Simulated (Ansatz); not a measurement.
# CH5AlBGa: basis-set convergence

How large a basis does CH5AlBGa need? Two functionals are run in growing sets.

The runs use Ansatz 0.2.0, Gaussian basis; one geometry, several basis sets.

Plan: PBE0-D4/def2-SVP; ωB97M-V/def2-SVP; PBE0-D4/def2-QZVPP; ωB97M-V/def2-QZVPP; the functionals' def2-TZVPP values are taken from earlier runs.

**1. Structure used throughout**

The geometry comes from an earlier relaxation with PBE0-D4/def2-TZVP; it is a stationary point, not always the lowest conformer.

9 atoms, charge 0, spin multiplicity 1.

Atoms are counted from 1 here; the program's logs count them from 0.

Bond lengths: B1–Ga2 2.503 Å, B1–C3 1.498 Å, B1–Al4 2.223 Å, B1–H5 1.227 Å, B1–H6 1.227 Å, C3–Al4 2.091 Å, C3–H7 1.089 Å, C3–H8 1.089 Å, Al4–H9 1.589 Å. Angles: Ga2–B1–C3 137.8°, Ga2–B1–Al4 72.8°, Ga2–B1–H5 66.0°, Ga2–B1–H6 66.0°, C3–B1–Al4 65.0°, C3–B1–H5 123.3°, C3–B1–H6 123.3°, Al4–B1–H5 103.4°, Al4–B1–H6 103.4°, H5–B1–H6 113.3°, B1–C3–Al4 74.5°, B1–C3–H7 121.2°, B1–C3–H8 121.2°, Al4–C3–H7 109.0°, Al4–C3–H8 109.0°, H7–C3–H8 112.9°, B1–Al4–C3 40.5°, B1–Al4–H9 151.9° and more.

**2. PBE0-D4 in def2-SVP**

in.yaml reads:

```yaml
crystal:
  periodic: [false, false, false]
  atoms:
    - {symbol: B, position_ang: [0.156959, 0.648363, -0.646759]}
    - {symbol: Ga, position_ang: [-2.245880, 0.484456, -1.329007]}
    - {symbol: C, position_ang: [1.070874, 0.013528, 0.356209]}
    - {symbol: Al, position_ang: [-0.793231, -0.885658, 0.651424]}
    - {symbol: H, position_ang: [-0.011819, 0.207795, -1.778914]}
    - {symbol: H, position_ang: [-0.497250, 1.660160, -0.417339]}
    - {symbol: H, position_ang: [1.359715, 0.536668, 1.266976]}
    - {symbol: H, position_ang: [1.789337, -0.750112, 0.060783]}
    - {symbol: H, position_ang: [-0.740204, -1.961599, 1.819627]}
basis:
  gaussian: {orbitals: def2-SVP}
hamiltonian: {xc: pbe0, dispersion: d4}
output: {orbitals: {seedname: orbitals}}
```

Run with:

```bash
$ ansatz run in.yaml --threads 2 --pin off --events-out ev --progress --plain --max-ram 4352MiB
```

The runs that follow: ωB97M-V in def2-SVP; PBE0-D4 in def2-QZVPP; ωB97M-V in def2-QZVPP.

Before running them: what should the planned runs give, taken together? Wanted: PBE0-D4: double and triple zeta above quadruple; ωB97M-V: double and triple zeta above quadruple.

As calculated:

```
                                       quantity           value
PBE0-D4: double and triple zeta above quadruple  12.44, 1.48 eV
ωB97M-V: double and triple zeta above quadruple  12.49, 1.43 eV
```

**Reading.** PBE0-D4 gains 10.96 eV from double to triple zeta, then 1.48 eV more. Total energies overstate the basis error of differences, where much of it tends to cancel.
